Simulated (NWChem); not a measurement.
**SnH2Cl (SMILES [Cl][SnH2]) at 4 levels**

Aim: a comparison of 4 runs (UHF/STO-3G, UHF/3-21G, UB2PLYP/def2-SVP, USVWN5/def2-SVP) of SnH2Cl. 

The results are computed with NWChem 7.3.0.

## 1. The molecule

SnH2Cl: 4 atoms, total charge 0, spin state doublet. SMILES: `[Cl][SnH2]`. The coordinates come from a PBE0-D4/def2-TZVP relaxation.

Bond lengths: Cl1–Sn2 2.343 Å, Sn2–H3 1.723 Å, Sn2–H4 1.723 Å. Angles: Cl1–Sn2–H3 105.0°, Cl1–Sn2–H4 105.0°, H3–Sn2–H4 111.9°.

## 2. Energy and gradient at UHF/STO-3G (run 1)

clh2sn.nw reads:

```
start clh2sn
memory total 2200 mb
geometry units angstrom noautosym nocenter noautoz
 Cl    -1.882600     0.398400    -0.585000
 Sn     0.380000    -0.179600    -0.397100
 H      0.412500    -1.500000     0.709600
 H      1.145500     1.221000     0.252100
end
basis "ao basis" spherical bse
 * library STO-3G
end
scf
 doublet
 uhf
 thresh 1e-08
 maxiter 80
end
task scf gradient
```

Command:

```
nwchem clh2sn.nw > clh2sn.out
```

The program printed:

```text
[...]
  functions       =    38
[...]
  wavefunction    = UHF
[...]
         Total SCF energy =  -6419.076467487019
      One electron energy =  -9334.576956669480
      Two electron energy =   2687.072924152328
 Nuclear repulsion energy =    228.427565030133
                       Sz =      0.5000
                 Sz(Sz+1) =      0.7500
                      S^2 =      0.7516
[...]
                         UHF ENERGY GRADIENTS
    atom               coordinates                        gradient
                 x          y          z           x          y          z
   1 Cl     -3.557598   0.752867  -1.105490   -0.003683   0.000900  -0.000556
   2 Sn      0.718096  -0.339395  -0.750410   -0.009925  -0.002020  -0.027978
   3 H       0.779512  -2.834589   1.340950    0.000148  -0.024159   0.018426
   4 H       2.164681   2.307355   0.476400    0.013461   0.025279   0.010108
[...]
```

It took 8.7 s on 1 thread of Intel Xeon Platinum 8259CL at 2.50GHz (Skylake/Cascade Lake), shared host; peak memory 0.098 GiB.

## 3. Energy and gradient at UHF/3-21G (run 2)

mymol.nw reads:

```
start mymol
title "ClH2Sn"
memory total 2200 mb

geometry noautosym nocenter noautoz
Cl      -1.882600       0.398400      -0.585000
Sn       0.380000      -0.179600      -0.397100
H        0.412500      -1.500000       0.709600
H        1.145500       1.221000       0.252100
end

basis "ao basis" spherical bse
* library 3-21G
end

scf
doublet
uhf
thresh 1e-08
maxiter 80
print low
end

task scf gradient
```

Command:

```
nwchem mymol.nw > mymol.out
```

The program printed:

```text
[...]
  functions       =    48
[...]
  wavefunction    = UHF
[...]
         Total SCF energy =  -6454.745143126394
      One electron energy =  -9361.853759670001
      Two electron energy =   2678.681051513473
 Nuclear repulsion energy =    228.427565030133
                       Sz =      0.5000
                 Sz(Sz+1) =      0.7500
                      S^2 =      0.7518
[...]
                         UHF ENERGY GRADIENTS
    atom               coordinates                        gradient
                 x          y          z           x          y          z
   1 Cl     -3.557598   0.752867  -1.105490    0.028907  -0.007229   0.003320
   2 Sn      0.718096  -0.339395  -0.750410   -0.024944   0.006761   0.000177
   3 H       0.779512  -2.834589   1.340950   -0.001136   0.003363  -0.002271
   4 H       2.164681   2.307355   0.476400   -0.002827  -0.002896  -0.001226
 Task  times  cpu:        8.9s     wall:        8.9s
 Total times  cpu:        8.9s     wall:        8.9s
```

It took 9.9 s on 1 thread of Intel Xeon Platinum 8259CL at 2.50GHz (Skylake/Cascade Lake), shared host; peak memory 0.099 GiB.

Run 3 isn't shown in full; the table further down has it.

## 4. Energy and gradient at USVWN5/def2-SVP (core potential) (run 4)

test.nw reads:

```
start test
title "ClH2Sn"
memory stack 880 mb heap 220 mb global 1100 mb
charge 0

geometry noautosym nocenter noautoz
   Cl      -1.882600       0.398400      -0.585000
   Sn       0.380000      -0.179600      -0.397100
   H        0.412500      -1.500000       0.709600
   H        1.145500       1.221000       0.252100
end

basis spherical bse
   * library def2-SVP
end

ecp bse
   Sn library def2-SVP
end

dft
   xc slater vwn_5
   mult 2
   grid xfine
   convergence energy 1e-08
   maxiter 100
   mulliken
   print medium
end

task dft gradient
```

Command:

```
nwchem test.nw > test.out
```

The program printed:

```text
[...]
          Wavefunction type:  spin polarized.
          No. of atoms     :     4
          No. of electrons :    41
[...]
          Charge           :     0
          Spin multiplicity:     2
[...]
          AO basis - number of functions:    54
[...]
              XC Information
              --------------
                        Slater Exchange Functional  1.000 local
                      VWN V Correlation Functional  1.000 local
[...]
 d= 0,ls=0.0,diis     1   -673.6474248732 -7.77D+02  1.58D-02  1.02D-01     1.9
[...]
 d= 0,ls=0.0,diis    11   -673.7017465384 -7.32D-10  1.36D-07  2.00D-11    15.6
[...]
         Total DFT energy =     -673.701746538392
      One electron energy =    -1219.452565845259
           Coulomb energy =      487.168351221169
    Exchange-Corr. energy =      -45.131888452579
 Nuclear repulsion energy =      103.714356538275
[...]
      Total Density - Mulliken Population Analysis
     ---------------------------------------------
    Atom       Charge   Shell Charges
 -----------   ------   -------------------------------------------------------
    1 Cl  17    17.22   2.00  1.98  1.28  0.69  5.92  2.14  3.19  0.01
    2 Sn  22    21.73   0.43  1.60  1.26  0.27  2.76  3.24  1.39  0.65  9.66  0.46
    3 H    1     1.03   0.64  0.38  0.01
    4 H    1     1.03   0.64  0.38  0.01
[...]
      <S2> =      0.7507 (Exact =     0.7500)
[...]
  wavefunction    = open shell
                         DFT ENERGY GRADIENTS
    atom               coordinates                        gradient
                 x          y          z           x          y          z
   1 Cl     -3.557598   0.752867  -1.105490    0.003942  -0.001053   0.000050
   2 Sn      0.718096  -0.339395  -0.750410   -0.002200   0.001502   0.005351
   3 H       0.779512  -2.834589   1.340950    0.000080   0.003299  -0.003290
   4 H       2.164681   2.307355   0.476400   -0.001822  -0.003748  -0.002111
[...]
```

Run time: 20 s. Hardware: 1 thread of Intel Xeon Platinum 8259CL at 2.50GHz (Skylake/Cascade Lake), shared host; peak memory 0.13 GiB.

## 5. All runs side by side

```tsv
run	level	task	iteration cap	energy (Eh)	dipole moment (D)	HOMO energy (eV)	LUMO energy (eV)	wall time
1	UHF/STO-3G	gradient	80	-6419.076467	4.01	-6.63	3.84	8.7 s
2	UHF/3-21G	gradient	80	-6454.745143	–	–	–	9.9 s
3	UB2PLYP/def2-SVP (core potential)	energy	100	-675.114937	2.55	-7.41	-2.41	31 s
4	USVWN5/def2-SVP (core potential)	gradient	100	-673.701747	2.02	-5.42	-4.65	20 s
```

## 6. Results

| quantity | value |
| --- | --- |
| run 4: total energy | -673.70175 Eh |
| run 4: dipole moment | 2.02 D |
| run 4: HOMO energy (highest over α and β) | -5.42 eV |
| run 4: LUMO energy (lowest over α and β) | -4.65 eV |
| run 4: ⟨S²⟩ | 0.751 |
| run 4: largest force on an atom | 0.307 eV/Å |

In words: Over runs 1, 3, 4 the dipole moment (its size) runs from 2.02 D (USVWN5/def2-SVP) to 4.01 D (UHF/STO-3G). The two ends differ in method and basis and core potential. Totals of different functionals can't be ranked against each other. Some runs of one species differ in core potentials or relativity; totals across that change don't compare. In run 1 the basis is minimal, so the values are rough. In runs 1, 2 relativity is left out where basis or elements ask for it. All runs together took 69 s, the longest 31 s.
